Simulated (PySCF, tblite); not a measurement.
**C₅H₈N₂O₂+ (doublet): geometry, infrared bands and EPR parameters**

Aim: predict the infrared bands and EPR parameters of C₅H₈N₂O₂+ (doublet) (`COc1ncoc1C[NH2+]`).

Programs: tblite 0.8.0 and PySCF 2.14.0, with density-fitted response routines of our own. Each step states its level of theory. These are calculated values for one molecule in the gas phase, unless marked as measured. Atoms are numbered from 0 throughout.

**1. Starting geometry**

17 atoms, charge 1, multiplicity 2; geometry from: force field or distance geometry start.

Bonds of the start (Å): C0–O1 1.42, O1–C2 1.36, C2–N3 1.36, N3–C4 1.35, C4–O5 1.31, O5–C6 1.30, C6–C7 1.49, C7–N8 1.43, C6–C2 1.39, C0–H9 1.09, C0–H10 1.10, C0–H11 1.12, C4–H12 1.08, C7–H13 1.15, C7–H14 1.12, N8–H15 1.02, N8–H16 1.06.

**2. Relaxing the molecule with GFN2-xTB**

The job: settings as JSON, then the geometry in Å.

```
{"job": {"kind": "relax", "xc": "GFN2-xTB", "basis": "xTB"}, "charge": 1, "multiplicity": 2}
C      2.456700    -0.935900     0.735300
O      1.113600    -0.859600     0.276500
C      0.500400     0.291000    -0.110400
N      1.122100     1.503300    -0.120300
C      0.239500     2.432600    -0.554800
O     -0.872200     1.792700    -0.819200
C     -0.793600     0.516600    -0.577300
C     -1.853200    -0.520900    -0.740200
N     -2.479800    -0.868300     0.495100
H      2.968800     0.027000     0.691100
H      3.001100    -1.739500     0.208300
H      2.386500    -1.261800     1.802300
H      0.480700     3.484400    -0.650600
H     -1.320400    -1.468600    -1.102300
H     -2.578700    -0.244600    -1.548400
H     -2.336900    -1.848900     0.736800
H     -2.041400    -0.287300     1.268100
```

Started as:

```sh
OMP_NUM_THREADS=1 python probes_run.py task.json out
```

The driver reads the jobs from task.json and runs them one after another.

The log of the run:

```text
step      E/eV     max force
  0    -768.68779    4.112
  1    -769.12198    1.718
  2    -769.20431    0.809
  3    -769.28398    0.695
  4    -769.32515    0.504
  5    -769.35183    0.456
  6    -769.37489    0.452
  7    -769.39602    0.360
  8    -769.40755    0.218
  9    -769.41265    0.141
 10    -769.41669    0.151
 11    -769.42216    0.244
 12    -769.42818    0.231
 13    -769.43342    0.159
 14    -769.43769    0.153
 15    -769.44222    0.190
 16    -769.44725    0.232
 17    -769.45261    0.180
 18    -769.45851    0.203
 19    -769.46530    0.227
 20    -769.47156    0.199
 21    -769.47592    0.220
 22    -769.47865    0.122
 23    -769.48100    0.112
 24    -769.48389    0.163
 25    -769.48628    0.143
 26    -769.48919    0.134
 27    -769.49252    0.153
 28    -769.49634    0.160
 29    -769.49939    0.158
 30    -769.50143    0.123
 31    -769.50272    0.082
 32    -769.50352    0.111
 33    -769.50408    0.080
 34    -769.50467    0.065
 35    -769.50556    0.080
 36    -769.50607    0.064
 37    -769.50680    0.055
 38    -769.50747    0.062
 39    -769.50846    0.077
 40    -769.50963    0.081
 41    -769.51066    0.072
 42    -769.51135    0.057
 43    -769.51193    0.065
 44    -769.51267    0.095
 45    -769.51359    0.094
 46    -769.51436    0.059
 47    -769.51479    0.046
 48    -769.51506    0.051
 49    -769.51543    0.059
 50    -769.51597    0.067
 51    -769.51661    0.065
 52    -769.51722    0.057
 53    -769.51780    0.060
 54    -769.51853    0.078
 55    -769.51959    0.092
 56    -769.52094    0.118
 57    -769.52221    0.101
 58    -769.52326    0.096
 59    -769.52401    0.055
 60    -769.52458    0.055
 61    -769.52502    0.058
 62    -769.52547    0.078
 63    -769.52597    0.057
 64    -769.52652    0.056
 65    -769.52704    0.062
 66    -769.52753    0.072
 67    -769.52820    0.079
 68    -769.52915    0.082
 69    -769.53028    0.094
 70    -769.53126    0.081
 71    -769.53207    0.097
 72    -769.53279    0.098
 73    -769.53361    0.093
 74    -769.53461    0.085
 75    -769.53538    0.080
 76    -769.53635    0.090
 77    -769.53748    0.071
 78    -769.53856    0.069
 79    -769.53945    0.086
 80    -769.54040    0.074
 81    -769.54137    0.156
 82    -769.54293    0.118
 83    -769.54578    0.196
 84    -769.54784    0.177
 85    -769.54996    0.184
 86    -769.55289    0.136
 87    -769.55560    0.429
 88    -769.56003    0.195
 89    -769.56335    0.375
 90    -769.56718    0.363
 91    -769.57063    0.458
 92    -769.57551    0.152
 93    -769.57918    0.260
 94    -769.58443    0.286
 95    -769.58528    0.567
 96    -769.58809    0.290
 97    -769.59500    0.124
 98    -769.59693    0.241
 99    -769.59834    0.146
100    -769.60035    0.129
101    -769.60204    0.152
102    -769.60514    0.192
103    -769.60632    0.515
104    -769.61112    0.284
105    -769.61593    0.337
106    -769.61913    0.287
107    -769.62321    0.241
108    -769.62815    0.218
109    -769.63160    0.115
110    -769.63374    0.364
111    -769.63398    0.266
112    -769.63819    0.121
113    -769.63939    0.162
114    -769.64115    0.216
115    -769.64240    0.120
116    -769.64345    0.120
117    -769.64430    0.077
118    -769.64465    0.135
119    -769.64515    0.115
120    -769.64564    0.061
121    -769.64676    0.069
122    -769.64774    0.086
123    -769.64831    0.121
124    -769.64900    0.114
125    -769.64971    0.122
126    -769.65084    0.107
127    -769.65216    0.068
128    -769.65299    0.061
129    -769.65359    0.079
130    -769.65401    0.044
131    -769.65431    0.030
132    -769.65447    0.030
133    -769.65456    0.031
134    -769.65467    0.030
135    -769.65480    0.037
136    -769.65494    0.038
137    -769.65506    0.033
138    -769.65518    0.029
139    -769.65528    0.020
140    -769.65534    0.015
141    -769.65537    0.012
142    -769.65539    0.012
143    -769.65541    0.014
144    -769.65542    0.014
145    -769.65543    0.016
146    -769.65545    0.013
147    -769.65547    0.015
148    -769.65551    0.014
149    -769.65555    0.016
150    -769.65560    0.013
151    -769.65565    0.013
152    -769.65568    0.010
```

Run time: 1.1 s. Hardware: 1 thread of Arm Neoverse V1, shared host.

Relaxation path: (not every step is listed)

```csv
step,energy from step 0 (eV),largest force (eV/Å)
0,0.0000,4.1124
1,-0.4342,1.7181
2,-0.5165,0.8087
3,-0.5962,0.6951
4,-0.6374,0.5039
5,-0.6640,0.4556
6,-0.6871,0.4519
7,-0.7082,0.3597
8,-0.7198,0.2181
21,-0.7881,0.2197
34,-0.8169,0.0650
47,-0.8270,0.0461
60,-0.8368,0.0546
73,-0.8458,0.0934
86,-0.8651,0.1360
99,-0.9106,0.1463
112,-0.9504,0.1212
125,-0.9619,0.1218
138,-0.9674,0.0287
147,-0.9677,0.0149
148,-0.9677,0.0140
149,-0.9678,0.0164
150,-0.9678,0.0127
151,-0.9679,0.0133
152,-0.9679,0.0099
```

Distances of close pairs at the start and the end, largest changes first:

```csv
bond,before (Å),after (Å),change (Å)
N3–C4,1.353,1.292,-0.061
O1–C2,1.360,1.306,-0.054
N8–H16,1.062,1.008,-0.054
O5–C6,1.301,1.345,+0.044
C7–H13,1.146,1.112,-0.034
C0–H11,1.118,1.088,-0.030
C4–O5,1.310,1.338,+0.028
C6–C7,1.492,1.468,-0.024
```

The next job starts from the end point, and lists it.

**3. Vibrational analysis with GFN2-xTB**

The job: settings as JSON, then the geometry in Å.

```
{"job": {"kind": "ir", "xc": "GFN2-xTB", "basis": "xTB"}, "charge": 1, "multiplicity": 2}
C      2.285526    -0.678174     1.165745
O      0.931390    -0.670539     0.726500
C      0.538674     0.331543    -0.012604
N      1.303213     1.387039    -0.388669
C      0.529865     2.141144    -1.097991
O     -0.714660     1.671505    -1.237713
C     -0.757133     0.512491    -0.555804
C     -1.985151    -0.290680    -0.504091
N     -1.959706    -1.378586     0.391087
H      2.582408     0.309622     1.521444
H      2.945122    -0.962423     0.341680
H      2.341041    -1.418637     1.960732
H      0.803231     3.071253    -1.559002
H     -2.225921    -0.609674    -1.541824
H     -2.831844     0.376911    -0.253140
H     -2.721901    -2.035073     0.340750
H     -1.071151    -1.745691     0.692989
```

The log of the run:

```text
mode    cm-1     km/mol
  1      32.3      2.58
  2      81.2      6.81
  3     135.4      3.44
  4     136.4      2.73
  5     193.8      1.42
  6     233.0      8.94
  7     249.5     26.00
  8     334.6      0.82
  9     390.3      1.98
 10     451.3    367.16
 11     513.8     14.97
 12     581.6      3.62
 13     639.1      2.26
 14     676.6     48.60
 15     763.3      3.23
 16     806.7      9.25
 17     831.2      4.36
 18     923.3      0.55
 19     988.4     19.90
 20    1021.3     11.32
 21    1068.3     36.33
 22    1076.5     29.23
 23    1083.9      4.75
 24    1100.3     24.23
 25    1127.8      9.31
 26    1175.0    121.31
 27    1215.3     31.46
 28    1243.8     24.24
 29    1286.9    135.53
 30    1324.1    174.78
 31    1375.6     19.65
 32    1398.5     35.92
 33    1411.2     21.35
 34    1424.2     71.44
 35    1440.8     85.17
 36    1498.0    159.56
 37    1510.6     49.92
 38    2716.4     12.59
 39    2817.7     28.30
 40    2967.3      8.89
 41    2998.1     14.72
 42    3045.4      3.74
 43    3166.0     60.93
 44    3447.1    186.85
 45    3507.5     51.93
```

Wall time 0.6 s (1 thread of Arm Neoverse V1, shared host).

Which atoms move in the most intense modes:

```csv
cm⁻¹,km/mol,atoms
451,367.2,"H15 52 %, H16 29 %, N8 16 %"
1175,121.3,"C7 34 %, N8 24 %, C6 18 %"
1287,135.5,"C7 20 %, C2 18 %, H14 18 %, C6 16 %"
1324,174.8,"H14 48 %, H13 43 %"
1424,71.4,"C6 37 %, C7 15 %, C2 11 %"
1441,85.2,"H16 41 %, H15 40 %, N8 12 %"
1498,159.6,"C2 55 %, C6 20 %"
3447,186.8,"H16 58 %, H15 39 %"
```

**4. g tensor and hyperfine couplings: B3LYP/pcH-1**

Settings changed since step 3:

```diff
@@ -1,2 +1,2 @@
-{"job": {"kind": "ir", "xc": "GFN2-xTB", "basis": "xTB"}, "charge": 1, "multiplicity": 2}
+{"job": {"kind": "epr", "basis": "pcH-1"}, "charge": 1, "multiplicity": 2}
 C      2.285526    -0.678174     1.165745
```

Level: UKS B3LYP, pcH-1 on C H N O, non-relativistic, mean-field spin-orbit, GIAO.

The log of the run:

```text
UKS, coarse grid
  cycle   1  E = -454.86006264  |g| = 5.91e-01
  cycle   2  E = -454.40291848  |g| = 1.17e+00
  cycle   3  E = -454.96803242  |g| = 2.42e-01
  cycle   4  E = -454.99084842  |g| = 1.25e-01
  cycle   5  E = -454.99769878  |g| = 3.41e-02
  cycle   6  E = -454.99810013  |g| = 1.46e-02
  cycle   7  E = -454.99818390  |g| = 5.64e-03
  cycle   8  E = -454.99819879  |g| = 2.82e-03
  cycle   9  E = -454.99820270  |g| = 9.05e-04
UKS, final grid
  cycle   1  E = -454.99823038  |g| = 1.73e-03
  cycle   2  E = -454.99822527  |g| = 3.90e-03
  cycle   3  E = -454.99823150  |g| = 4.98e-04
  cycle   4  E = -454.99823163  |g| = 1.14e-04
  cycle   5  E = -454.99823164  |g| = 4.93e-05
  cycle   6  E = -454.99823164  |g| = 2.25e-05
E = -454.99823164 Eh   <S^2> = 0.7549 (exact 0.7500)
g shifts (ppm)      1          2          3
  rmc          -192       -192       -192
  gc              1         34         29
  oz_so         -35       1116       2245
  total        -226        958       2082
hyperfine (MHz)  atom isotope    a_iso     a_fc   dipolar eigenvalues
    0   13C      -5.28      -5.28     -1.20      0.46      0.75
    1   17O     -17.40     -17.40    -53.63     26.19     27.44
    2   13C      -5.30      -5.30    -12.90     -9.80     22.70
    3   14N      -2.97      -2.97     -3.64      1.73      1.91
    4   13C      18.70      18.70    -16.23    -14.06     30.29
    5   17O       2.24       2.24     -1.21     -0.87      2.08
    6   13C      25.03      25.03    -29.15    -27.60     56.75
    7   13C     -32.65     -32.65     -5.29     -3.65      8.94
    8   14N      14.40      14.40    -11.63    -11.34     22.97
    9    1H      16.47      16.47     -2.14     -1.08      3.21
   10    1H      30.79      30.79     -2.06     -1.27      3.32
   11    1H       1.87       1.87     -1.87     -1.58      3.45
   12    1H     -15.08     -15.08     -7.74     -1.50      9.24
   13    1H     245.90     245.90     -5.59     -3.38      8.97
   14    1H     187.29     187.29     -5.78     -2.98      8.76
   15    1H     -15.69     -15.69    -13.13     -4.69     17.82
   16    1H     -13.37     -13.37    -10.35     -5.37     15.72
```

Run time: 2 min. Hardware: 1 thread of Arm Neoverse V1, shared host; peak memory 1.1 GiB.

Principal g values 2.00209, 2.00328, 2.00440; g(iso) = 2.00326, against 2.00232 for a free electron.

Hyperfine couplings; where a row names several nuclei, a(iso) is their mean (it holds for fast rotation or exchange) and the dipolar term the largest among them:

```csv
nuclei,isotope,a(iso) (MHz),"a(iso) (G, at g = 2.0023)",largest dipolar term (MHz)
"H13, H14",1H,216.6,77.3,9.0
C7,13C,-32.7,-11.7,8.9
C6,13C,25.0,8.9,56.8
C4,13C,18.7,6.7,30.3
O1,17O,-17.4,-6.2,-53.6
"H9, H10, H11",1H,16.4,5.8,3.5
H12,1H,-15.1,-5.4,9.2
"H15, H16",1H,-14.5,-5.2,17.8
N8,14N,14.4,5.1,23.0
C2,13C,-5.3,-1.9,22.7
C0,13C,-5.3,-1.9,-1.2
N3,14N,-3.0,-1.1,-3.6
O5,17O,2.2,0.8,2.1
```

Mulliken spin populations:

C0 -0.01; O1 0.14; C2 0.11; N3 -0.05; C4 0.16; O5 -0.02; C6 0.31; C7 -0.05; N8 0.25; H9 0.01; H10 0.01; H11 0.00; H12 -0.01; H13 0.10; H14 0.07; H15 -0.01; H16 -0.01

In first order the couplings over 0.8 MHz of 1H, 14N give 648 distinct lines over 200.2 G, if the averaged nuclei exchange fast.

The fields below are evaluated on a grid from the run's orbitals.

ELF in a plane through or near 13 of the atoms.

Ten even steps from '0' (0.00) to '9' (1.00):
```
0000000000000000000000000000
0000000000000000000000000000
0000000000000000000000000000
0000000000000000000000000000
0000002320000000000000000000
0000079995000004410278600000
0000179996023008986899940000
0000037874488406983488500000
0000024536738510267740000000
0000147742587332461444100000
0000023100239494493276300000
0000000388686342142122100000
0000002899336137751000000000
0000002677672384297300000000
0000000000288643675200000000
0000000000899960010000000000
0000000001999970000000000000
0000000000034200000000000000
0000000000000000000000000000
0000000000000000000000000000
```
The map spans 11.0 Å across and 12.1 Å up, centred on the molecule. Atoms in the plane (x, y in Å): C0 (-2.4, 1.1), O1 (-1.0, 0.9), C2 (-0.5, -0.3), N3 (-1.3, -1.5), C4 (-0.4, -2.4), O5 (0.8, -2.0), C6 (0.8, -0.7), C7 (2.1, 0.1), N8 (1.9, 1.5), H11 (-2.6, 2.1), H12 (-0.7, -3.5), H15 (2.7, 2.1), H16 (1.0, 1.9).

On the surface of density 0.002 e/bohr³ the electrostatic potential runs, from the 1st to the 99th percentile, from 2.50 V near N3 to 5.58 V near H15.

The spin density lies nearest to C6 22 %; N8 16 %; O1 12 %; C2, C4 about 10 % each.

**5. Outcome**

```
                                 quantity                      value
strongest single infrared mode (GFN2-xTB)       451 cm⁻¹, 367 km/mol
             zero-point energy (GFN2-xTB)              80.6 kcal/mol
                           g(iso) (B3LYP)                    2.00326
                                     ⟨S²⟩         0.755 (exact 0.75)
       largest a(iso) (averaged by class)  1H on H13, H14, 216.6 MHz
```

What this shows: The optimisation took 152 steps and gained 0.968 eV; among the close pairs (by a distance rule), N3–C4 changed most, from 1.353 to 1.292 Å. No mode is imaginary among the 45: a minimum at this level. The strongest single mode, at 451 cm⁻¹, moves mainly H15 and H16. GFN2-xTB is a fitted tight-binding method: band positions and strengths are rough. Its intensities can rank the bands wrongly. The largest spin populations lie on C6 (0.31 e), N8 (0.25 e). The isotropic g lies 0.9 ppt above the free-electron value.
